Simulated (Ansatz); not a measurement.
# CaHg: the cost of one run

All numbers are computed with Ansatz 0.2.0 through its Python package. Level of theory: DFT PBEsol, plane waves, PAW.

### 1 Starting point

The structure is cubic, space group Pm-3m (No. 221). Conventional cell: a = 3.755 Å, b = 3.755 Å, c = 3.755 Å, α = 90.00°, β = 90.00°, γ = 90.00°. Ca (site symmetry m-3m) has 8 Hg at 3.25 Å as nearest neighbours. Around Hg (site symmetry m-3m) lie 8 Ca at 3.25 Å.

The script holds or builds the structure itself.

### 2 The code

cahg.py

```python
"""A few steps of ASE molecular dynamics for CaHg."""

import warnings

import ansatz as az
from ase import units
from ase import Atoms
from ase.calculators.calculator import Calculator, all_changes
from ase.md.velocitydistribution import MaxwellBoltzmannDistribution, Stationary
from ase.md.verlet import VelocityVerlet
import numpy as np


class PlaneWaves(Calculator):
    implemented_properties = ["energy", "free_energy", "forces"]

    def calculate(self, atoms=None, properties=("energy",), system_changes=all_changes):
        super().calculate(atoms, properties, system_changes)
        bare = self.atoms.copy()
        bare.set_constraint()
        bare.set_momenta(None)
        job = (
            az.Crystal.from_ase(bare).calculation()
            .functional("pbesol")
            .basis(420, density_ratio=4)
            .kpoints(3, 3, 3)
            .occupations("Marzari-Vanderbilt", width=0.01)
            .scf(max_iterations=60)
            .forces()
        )
        report = job.run().report
        self.results["energy"] = self.results["free_energy"] = report["lagrangian_ev"]
        self.results["forces"] = np.array(report["forces_ev_ang"])

warnings.simplefilter("ignore")
atoms = Atoms(
    ["Ca", "Hg"],
    cell=[(3.754655, 0.0, 0.0), (0.0, 3.754655, 0.0), (0.0, 0.0, 3.754655)],
    scaled_positions=[
        (0.0, 0.0, 0.0),
        (0.5, 0.5, 0.5),
    ],
    pbc=True,
)
atoms.calc = PlaneWaves()
MaxwellBoltzmannDistribution(atoms, temperature_K=300, rng=np.random.default_rng(984))
Stationary(atoms)
dynamics = VelocityVerlet(atoms, timestep=2.0 * units.fs)
print("time fs   potential eV   kinetic eV    total eV")
for step in range(20):
    dynamics.run(1)
    u, k = atoms.get_potential_energy(), atoms.get_kinetic_energy()
    print(f"{(step + 1) * 2.0:7.1f} {u:14.5f} {k:12.5f} {u + k:14.5f}")
```

### 3 What the engine is handed

The engine receives this input (first run):

```yaml
crystal:
  lattice:
    - [3.754655, 0.0, 0.0]
    - [0.0, 3.754655, 0.0]
    - [0.0, 0.0, 3.754655]
  atoms:
    - { symbol: Ca, position: [0.0, 0.0, 0.0] }
    - { symbol: Hg, position: [0.5, 0.5, 0.5] }
basis:
  ecutwfc: 420.0
  ecutrho_ratio: 4
kpoints:
  mp_grid:
    grid: [3, 3, 3]
hamiltonian:
  xc: pbesol
scf:
  max_iter: 60
  occupations:
    method: cold
    width: 0.01
output:
  forces: true
```

### 4 The run

Command:

```sh
> python cahg.py
```

What time and memory should one allow on 1 thread of AMD EPYC 7R43 (Zen 3), shared host?

About 30 s, with a peak of 0.44 GiB.
